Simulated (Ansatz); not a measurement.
Task: vertical spin-state energies of CH5ClGaNO, SMILES C[O][Ga]([NH2])[Cl], with Ansatz 0.2.0, Python API. Give the script and its output. Level of theory (for the species named): Hartree-Fock, def2-SVP basis, multiplicity 1.

Contents of `ch5clgano.xyz`:
```text
10

C    -0.03070   -0.74560   -1.35420
O    -1.11440   -1.09060   -0.51310
Ga   -0.96600    0.08170    1.15970
N     0.54030    1.59450    1.42200
Cl    0.22760   -1.28230    2.38840
H    -0.18810    0.39120   -1.61440
H     0.92370   -0.86570   -0.86190
H    -0.08660   -1.28390   -2.30430
H    -0.43650    1.67610    0.95490
H     1.21380    1.47340    0.72600
```

`spin_ch5clgano.py`
```python
'''Vertical spin-state energies of CH5ClGaNO.'''

import ansatz

BASIS_SET = 'def2-SVP'
XC = 'hf'

system = ansatz.Crystal.molecule_from_extxyz('ch5clgano.xyz')

calc = (
    system.calculation()
    .basis(gaussian=BASIS_SET)
    .functional(XC)
)
found = {}
for unpaired in [0, 2]:
    r = calc.spin('collinear', total=unpaired).run().report
    s = unpaired / 2
    found[unpaired] = r['free_energy_ev']
    print(f'2S+1 = {unpaired + 1}: E = {found[unpaired]:.5f} eV, <S^2> = {abs(r["mean_field"]["state"]["spin_squared"]):.3f} (pure state {s * (s + 1):.2f})')
lowest = min(found, key=found.get)
for unpaired, e in found.items():
    print(f'multiplicity {unpaired + 1}: {23.060548 * (e - found[lowest]):.1f} kcal/mol above the lowest')
```

```console
$ python spin_ch5clgano.py
2S+1 = 1: E = -69449.25087 eV, <S^2> = 0.931 (pure state 0.00)
2S+1 = 3: E = -69449.23904 eV, <S^2> = 2.029 (pure state 2.00)
multiplicity 1: 0.0 kcal/mol above the lowest
multiplicity 3: 0.3 kcal/mol above the lowest
```

In order: multiplicity 1 (+0.00 eV) and multiplicity 3 (+0.01 eV), all at the one geometry.

Notes:
- Total energies depend on the basis set; only differences at equal settings carry meaning.
- The geometry is a force-field or estimated start, not a minimum of this method, and the basis set is short of its limit. All parts are taken at fixed geometry, without zero-point energy.
- The expectation value of S² is noticeably off S(S+1) in at least one run, so that state is spin-contaminated.
- Hartree-Fock leaves correlation out, so it favours high-spin states too much.
- Hardware and time: 28 s on 1 thread of Intel(R) Xeon(R) 6975P-C (Granite Rapids) (shared host), peak memory 0.57 GiB.
